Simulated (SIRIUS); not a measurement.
The system is HPbNO4.

```
CELL_PARAMETERS angstrom
3.85404 0.14384 0.09012
-0.25320 5.52698 0.16471
-0.48197 -1.92720 5.72025
ATOMIC_POSITIONS crystal
H 0.10913 0.65718 0.54463
Pb 0.61029 0.52127 0.15100
N 0.91580 0.96263 0.95867
O 0.01384 0.13639 0.88084
O 0.72398 0.01057 0.12858
O 0.00389 0.73732 0.87043
O 0.11927 0.59324 0.37651
```

The cell was built by a generator and needn't be a form met in nature.

Program: SIRIUS 7.12.0. Alike in all runs: task single point; no spin polarisation; cell as given; k mesh 3 × 2 × 2; smearing fermi-dirac 0.05 eV; the mesh is coarse, so values aren't converged.

Task: Order these runs on this cell by their pressure, lowest first.
A. level N12; potentials or basis PseudoDojo 0.4.1 PBE standard (scalar relativistic); cutoff (eV) 1152; libxc names ["XC_GGA_X_N12", "XC_GGA_C_N12"]; radial cutoff for the potentials' integrals 6.5 bohr; pseudo rcut 6.5 bohr
B. level PBE; potentials or basis JTH 2.0 PBE (PAW); cutoff (eV) 871; libxc names ["XC_GGA_X_PBE", "XC_GGA_C_PBE"]
C. level revPBE; potentials or basis PseudoDojo 0.4.1 PBE standard (scalar relativistic); cutoff (eV) 1152; libxc names ["XC_GGA_X_PBE_R", "XC_GGA_C_PBE"]; radial cutoff for the potentials' integrals 6.5 bohr; pseudo rcut 6.5 bohr

Result: A (-2.3 GPa), B (-0.2 GPa), C (1.3 GPa).

Caveats: all runs use coarse meshes; the potentials were made for another functional, which shifts forces and pressure (some runs).

Not every run made on this cell is shown here.
